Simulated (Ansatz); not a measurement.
# SnBr₄: ionisation energy by level of theory

The task here is to estimate one member of a computed series from the others.

The runs use Ansatz 0.2.0, Gaussian basis; unrestricted cation, the program's frozen cores in correlated methods.

The runs, in order: UKS PBE-D4/def2-TZVPP; UKS r2SCAN-D4/def2-TZVPP; UKS PBE0-D4/def2-TZVPP; UKS B3LYP-D4/def2-TZVPP; UKS B2PLYP/def2-TZVPP; UHF-CCSD(T)/def2-TZVPP; UHF-MP2/def2-QZVPP; extrapolation to the limit; then −ε(HOMO) from the neutral's earlier runs with LDA (SPW92), PBE-D4, revPBE-D4, BLYP-D4, r2SCAN-D4, B97M-V, PBE0-D4, B3LYP-D4, r2SCANh-D4, r2SCAN0-D4, HSE06-D4, BHLYP-D4, CAM-B3LYP-D4, LC-ωPBE, ωB97X-V, ωB97M-V.

2 further runs of the same task are left out: 2 that didn't finish.

## The relaxed structure

An earlier PBE0-D4 in a triple-zeta def2 set relaxation fixed the geometry. Sn takes the def2 core potential; no spin-orbit term is included.

SMILES `[Br][Sn]([Br])([Br])[Br]`, 5 atoms, charge 0, spin multiplicity 1.

Atoms are counted from 1 here; the program's logs count them from 0.

Bond lengths: Br1–Sn2 2.445 Å, Sn2–Br3 2.445 Å, Sn2–Br4 2.445 Å, Sn2–Br5 2.445 Å. Angles: Br1–Sn2–Br3 109.5°, Br1–Sn2–Br4 109.5°, Br1–Sn2–Br5 109.5°, Br3–Sn2–Br4 109.5°, Br3–Sn2–Br5 109.5°, Br4–Sn2–Br5 109.5°.

Set-up of the first run:

Input file in.yaml:

```yaml
crystal:
  periodic: [false, false, false]
  atoms:
    - {symbol: Br, position_ang: [-1.102077, -0.002242, 2.169687]}
    - {symbol: Sn, position_ang: [0.009959, -0.014767, -0.008288]}
    - {symbol: Br, position_ang: [2.078790, -1.310237, 0.140210]}
    - {symbol: Br, position_ang: [-1.468311, -1.027410, -1.672509]}
    - {symbol: Br, position_ang: [0.531438, 2.280857, -0.670501]}
basis:
  gaussian: {orbitals: def2-TZVPP}
total_charge: 1
magnetization: {spin_polarized: true, initial_magnetization: 1}
hamiltonian: {xc: pbe, dispersion: d4}
```

Launch:

```bash
> ansatz run in.yaml --threads 2 --pin off --events-out ev --progress --plain --max-ram 22528MiB --backend cpu
```

Among the steps run: Cation, UKS PBE-D4/def2-TZVPP; Cation, UKS r2SCAN-D4/def2-TZVPP; Cation, UKS PBE0-D4/def2-TZVPP; Cation, UKS B3LYP-D4/def2-TZVPP; Cation, UKS B2PLYP (frozen core)/def2-TZVPP; Cation, UHF-CCSD(T)/def2-TZVPP; Cation, UHF-MP2/def2-QZVPP.

One table of the session follows, with a row left open; its other results are not shown here.

Orbital estimates, from the neutral's runs:

| functional | −ε(HOMO) (eV) |
| --- | --- |
| LDA (SPW92) | 7.78 |
| PBE-D4 | 7.61 |
| revPBE-D4 | 7.56 |
| BLYP-D4 | 7.42 |
| r2SCAN-D4 | 7.98 |
| B97M-V | 8.04 |
| PBE0-D4 | 8.93 |
| B3LYP-D4 | 8.64 |
| r2SCANh-D4 | 8.46 |
| r2SCAN0-D4 | 9.17 |
| HSE06-D4 | 8.53 |
| BHLYP-D4 | 10.06 |
| CAM-B3LYP-D4 | 10.24 |
| LC-ωPBE | ? |
| ωB97X-V | 11.30 |
| ωB97M-V | 11.14 |

**Question.** Estimate the row for LC-ωPBE.

**Answer.** −ε(HOMO) (eV): 11.68. In the column «−ε(HOMO) (eV)» it is the highest.

Caveats from the session: In point group Td the highest level is often degenerate; the cation then breaks the symmetry, and the runs may pick different components.
